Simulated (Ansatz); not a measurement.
The system is MnS.

```xyz
2
Lattice="0.0000 2.6045 2.6045 2.6045 0.0000 2.6045 2.6045 2.6045 0.0000" Properties=species:S:1:pos:R:3 pbc="T T T"
Mn    0.0000    0.0000    0.0000
S     2.6045    2.6045    2.6045
```

- Program: Ansatz 0.2.0
- Task: relaxation of cell and atoms
- Functional: PBE
- Dispersion: D4
- Potentials or basis: all-electron LAPW, scalar-relativistic
- Basis error allowed: 0.001 eV/atom
- k mesh: 9 × 9 × 9
- Occupations: fermi-dirac, width 0.05 eV
- Spin: collinear spin, ferromagnetic start
- Starting moments: [4.0, 0.0] μB

At the start: volume 17.67 Å³/atom.

Problem. Where does the relaxation end?

Solution. Over 7 steps the energy falls by 45.7 meV/atom and the volume is 15.23 Å³/atom (-13.8 %); space group Fm-3m (No. 225, to 0.05 Å); moment 4.13 μB per cell.

Step by step:
| step | energy change (eV) | largest force (eV/Å) | volume (Å³) |
| --- | --- | --- | --- |
| 1 | 0.0000 | 0.0000 | 35.33 |
| 2 | -0.0691 | 0.0000 | 32.94 |
| 3 | -0.0909 | 0.0000 | 30.89 |
| 4 | -0.0914 | 0.0000 | 30.59 |
| 5 | -0.0915 | 0.0000 | 30.40 |
| 6 | -0.0915 | 0.0000 | 30.46 |
| 7 | -0.0915 | 0.0000 | 30.46 |

Final structure:
```cif
data_structure
_symmetry_space_group_name_H-M 'P 1'
_symmetry_Int_Tables_number 1
_cell_length_a 3.5053
_cell_length_b 3.5053
_cell_length_c 3.5053
_cell_angle_alpha 60.000
_cell_angle_beta 60.000
_cell_angle_gamma 60.000
_cell_volume 30.46
loop_
_atom_site_label
_atom_site_type_symbol
_atom_site_fract_x
_atom_site_fract_y
_atom_site_fract_z
_atom_site_occupancy
Mn1 Mn 0.00000 0.00000 0.00000 1
S1 S 0.50000 0.50000 0.50000 1
```

Caveat: the volume moved by -14 % from the deposited cell, more than functionals usually miss; a cell with one magnetic atom can't hold antiferromagnetic order, which such compounds often take.
